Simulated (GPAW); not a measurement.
# Al3Pt2: single point with PBEsol

Crystal: Al3Pt2.

```
Pt Al
1.0
     4.20714    0.00000    0.00000
    -2.10357    3.64349    0.00000
     0.00000    0.00000    5.18896
Pt Al
2 3
Direct
  0.66667 0.33333 0.83387
  0.33333 0.66667 0.16613
  0.66667 0.33333 0.35317
  0.33333 0.66667 0.64683
  0.00000 0.00000 0.00000
```

The cell comes from a database or a generator and needn't be the stable form of this composition.

| Property | Result |
| --- | --- |
| Program | GPAW 26.7.0 |
| Task | single point |
| Functional | PBEsol |
| Potentials or basis | PAW data sets generated in the run's folder for this functional |
| Cutoff | 600 eV |
| Basis | pw |
| k mesh | 7 × 7 × 5 |
| Occupations | fermi-dirac, width 0.05 eV |
| Spin | no spin polarisation |
| Maxiter | 150 |

The pressure is 0.2 GPa, the largest force is 0.098 eV/Å and the band gap on the k mesh is none (metal or under the smearing width).

Forces on the atoms (eV/Å):
```
Pt   0.000  0.000  0.098
Pt   0.000  0.000 -0.098
Al   0.000  0.000 -0.001
Al   0.000  0.000  0.001
Al   0.000  0.000  0.000
```

Stress tensor (GPa, compression positive):
```
0.08 0.00 0.00
0.00 0.08 0.00
0.00 0.00 0.43
```

Levels at points of the mesh, in eV from the Fermi level:
| k point | band 19 | band 20 | band 21 | band 22 | band 23 | band 24 |
| --- | --- | --- | --- | --- | --- | --- |
| (0.00, 0.00, 0.00) | -2.12 | 1.51 | 1.51 | 3.10 | 4.05 | 4.05 |

Wall time 55 s on 1 thread of Arm Neoverse V2, on a shared host, peak memory 0.22 GiB.

The run has no spin-orbit coupling, so splittings on Pt are missing.
